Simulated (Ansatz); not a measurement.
# GeAs+ (triplet): the correlation ladder, cc-pVTZ

One table from this session's results is given with a row withheld; the runs are named, their logs left out.

Program: Ansatz 0.2.0, Gaussian basis. Level of theory: cc-pVTZ, core rule «outside noble gas», up to 28 orbitals frozen. These are calculated values, not measurements.

The runs, in order: UHF; CCSD(T) on ROHF; CCSD(T) on UHF; BCCD(T) on ROHF; CISD as a restricted active space (open shells left free, so some higher excitations enter); CCSDT(Q) on ROHF; CCSDT(Q) on UHF; CASSCF and MRCISD+Q, 8 electrons in 8 orbitals; CASSCF and NEVPT2, 8 electrons in 8 orbitals.

15 further runs of the same task are left out: 7 that didn't finish, 8 set aside as unsound or not needed. Runs told in other sessions of the task aren't counted.

**The geometry**

The geometry is a PBE0/def2-TZVP stationary point (not a proven minimum). No spin-orbit coupling is included. The filled d shell of Ge, As may be among the frozen orbitals whatever the setting's name suggests.

2 atoms, charge 1, spin multiplicity 3.

Atoms are counted from 1 here; the program's logs count them from 0.

Bond lengths: Ge1–As2 2.405 Å.

Coordinates:

| atom | x (Å) | y (Å) | z (Å) |
| --- | --- | --- | --- |
| Ge1 | 0.00000 | 0.00000 | 0.00000 |
| As2 | 0.00000 | 0.00000 | 2.40530 |

Set-up of the first run:

File in.yaml:

```yaml
crystal:
  periodic: [false, false, false]
  atoms:
    - {symbol: Ge, position_ang: [0.000000, 0.000000, 0.000000]}
    - {symbol: As, position_ang: [0.000000, 0.000000, 2.405300]}
basis:
  gaussian: {orbitals: cc-pVTZ}
total_charge: 1
magnetization: {spin_polarized: true, initial_magnetization: 2}
hamiltonian: {xc: hf}
output: {orbitals: {seedname: orbitals}}
```

Run with:

```
> ansatz run in.yaml --threads 1 --pin off --events-out ev --progress --plain --max-ram 2393MiB
```

Among the steps run: UHF; CCSD(T) on ROHF; CCSD(T) on UHF; BCCD(T) on ROHF; CISD as a restricted active space (open shells left free, so some higher excitations enter); CCSDT(Q) on ROHF; CCSDT(Q) on UHF; CASSCF and MRCISD+Q, 8 electrons in 8 orbitals; CASSCF and NEVPT2, 8 electrons in 8 orbitals.

One table of the session follows, with a row left open; its other results are not shown here.

| method | from UCCSDT(Q) (meV) |
| --- | --- |
| ROHF | +5146.1 |
| UHF | +5019.7 |
| RMP2 | +1068.2 |
| UMP2 | +1099.4 |
| CISD | +595.2 |
| RCCSD | +300.8 |
| UCCSD | +289.3 |
| RCCSD(T) | ? |
| UCCSD(T) | +58.2 |
| BCCD(T) | +64.1 |
| RCCSDT | +22.1 |
| UCCSDT | +15.1 |
| RCCSDT(Q) | +8.0 |
| UCCSDT(Q) | 0 |
| CASSCF valence | +3684.8 |
| NEVPT2 valence | +804.6 |
| MRCISD valence | +296.1 |
| MRCISD+Q valence | +38.9 |

**Question.** Estimate the row for RCCSD(T).

**Answer.** from UCCSDT(Q) (meV): +63.7. In the column «from UCCSDT(Q) (meV)» it lies between UCCSD(T) (+58.2) and BCCD(T) (+64.1).

Caveats from the session: Restricted and unrestricted rows rest on different reference determinants; a gap between their highest levels can come from leftover correlation error, from unlike frozen cores or from another state.
